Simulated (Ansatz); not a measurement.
**SnH3F: a barrier at many levels of theory**

How high is the barrier of this step (F2–H3 formed, Sn1–F2 broken, Sn1–H3 broken), and how far do cheaper methods land from CCSD(T)?

Computed with Ansatz 0.2.0, Gaussian basis. Level: single points in def2-TZVPP on PBE0-D4/def2-TZVP structures.

Levels: SPW92, PBE-D4, BLYP-D4, r2SCAN-D4, B97M-V, PBE0-D4, B3LYP-D4, r2SCAN0-D4, BHLYP-D4, CAM-B3LYP-D4, wB97X-V, wB97M-V, B2PLYP, PBE-QIDH, RPA on PBE, Hartree-Fock, MP2, CCSD, CCSD(T). The reference is CCSD(T) at the basis limit, from triple and quadruple zeta. Zero-point energies come from PBE0-D4 vibrations.

Cores are frozen in the correlated methods. Filled d shells of the heavier atoms are correlated. Core potentials replace the inner electrons past krypton, and spin-orbit coupling is left out. B3LYP uses VWN-RPA correlation. B2PLYP carries no dispersion term here.

43 further runs of the same task are left out: 1 that didn't finish, 42 set aside as unsound or not needed.

## Step 1: Start, saddle and end, as given

Charge 0, multiplicity 1. The folders r, ts and p hold the start, the saddle and the end; their coordinates stand in the first inputs.

```
  pair  r (Å)  ts (Å)  p (Å)
 F2–H3  2.875   1.346  0.925
Sn1–F2  1.926   2.167  2.597
Sn1–H3  1.701   1.773  3.054
```

## Step 2: SPW92/def2-TZVPP

r/in.yaml reads:

```yaml
crystal:
  periodic: [false, false, false]
  atoms:
    - {symbol: Sn, position_ang: [0.026496, 0.121560, -0.016112]}
    - {symbol: F, position_ang: [-0.380126, -1.744416, 0.231395]}
    - {symbol: H, position_ang: [0.573824, 0.235889, -1.622288]}
    - {symbol: H, position_ang: [-1.445174, 0.926218, 0.265175]}
    - {symbol: H, position_ang: [1.224981, 0.460649, 1.141931]}
basis:
  gaussian: {orbitals: def2-TZVPP}
hamiltonian: {xc: lda}
```

ts/in.yaml reads:

```yaml
crystal:
  periodic: [false, false, false]
  atoms:
    - {symbol: Sn, position_ang: [0.107424, 0.539307, -0.040747]}
    - {symbol: F, position_ang: [-0.108875, -1.567043, -0.500519]}
    - {symbol: H, position_ang: [0.335878, -0.627619, -1.356153]}
    - {symbol: H, position_ang: [-1.433740, 1.048462, 0.532889]}
    - {symbol: H, position_ang: [1.099313, 0.606793, 1.364630]}
basis:
  gaussian: {orbitals: def2-TZVPP}
hamiltonian: {xc: lda}
```

p/in.yaml reads:

```yaml
crystal:
  periodic: [false, false, false]
  atoms:
    - {symbol: Sn, position_ang: [0.198724, 1.172882, 0.017875]}
    - {symbol: F, position_ang: [-0.005925, -1.319920, -0.682832]}
    - {symbol: H, position_ang: [0.260920, -1.440899, -1.560022]}
    - {symbol: H, position_ang: [-1.414154, 1.000972, 0.722627]}
    - {symbol: H, position_ang: [0.960435, 0.586864, 1.502452]}
basis:
  gaussian: {orbitals: def2-TZVPP}
hamiltonian: {xc: lda}
```

Each run has its own folder and the same command.

Started as:

```
ansatz run in.yaml --threads 2 --pin off --events-out ev --progress --plain --max-ram 4352MiB
```

The runs that follow: PBE-D4/def2-TZVPP; BLYP-D4/def2-TZVPP; r2SCAN-D4/def2-TZVPP; B97M-V/def2-TZVPP; PBE0-D4/def2-TZVPP; B3LYP-D4/def2-TZVPP; r2SCAN0-D4/def2-TZVPP; BHLYP-D4/def2-TZVPP; CAM-B3LYP-D4/def2-TZVPP; wB97X-V/def2-TZVPP; wB97M-V/def2-TZVPP; B2PLYP/def2-TZVPP; PBE-QIDH/def2-TZVPP; RPA on PBE/def2-TZVPP; CCSD(T)/def2-TZVPP; MP2/def2-QZVPP; SPW92/def2-SVP; PBE-D4/def2-SVP; PBE0-D4/def2-SVP; wB97M-V/def2-SVP; CCSD(T)/def2-SVP; Vibrations of the start structure; Vibrations of the end structure.

What does the calculation give? Wanted: barrier, CCSD(T)/CBS; reverse barrier, CCSD(T)/CBS; step energy, CCSD(T)/CBS; barrier with zero-point energy; step energy with zero-point energy; imaginary mode at the saddle; largest T1 diagnostic.

As calculated:

| quantity | value |
| --- | --- |
| barrier, CCSD(T)/CBS | 223.4 kJ/mol |
| reverse barrier, CCSD(T)/CBS | 113.6 kJ/mol |
| step energy, CCSD(T)/CBS | +109.9 kJ/mol |
| barrier with zero-point energy | 215.4 kJ/mol |
| step energy with zero-point energy | +109.5 kJ/mol |
| imaginary mode at the saddle | 1328i cm⁻¹ |
| largest T1 diagnostic | 0.019 |

**Reading.** Among the functionals r2SCAN0-D4 lands nearest to CCSD(T)/CBS (-1.4 kJ/mol) and SPW92 farthest (-57.3 kJ/mol). Mean unsigned error by rung: LDA 57.3, GGA 44.7, meta-GGA 12.1, hybrid 13.0, range-separated hybrid 4.0, double hybrid 8.0 kJ/mol. PBE-D4 gives a barrier 46.2 kJ/mol too low, outside chemical accuracy (1 kcal/mol, 4.2 kJ/mol). The barrier rises with the share of exact exchange, from BLYP-D4 through B3LYP-D4 to BHLYP-D4 (-43.2, -17.6, +18.8 kJ/mol). Hartree-Fock, with no correlation, is off by +73.9 kJ/mol. Zero-point motion lowers the barrier by 8.0 kJ/mol. The restricted Hartree–Fock reference is unstable towards an unrestricted one at one or more of these structures.
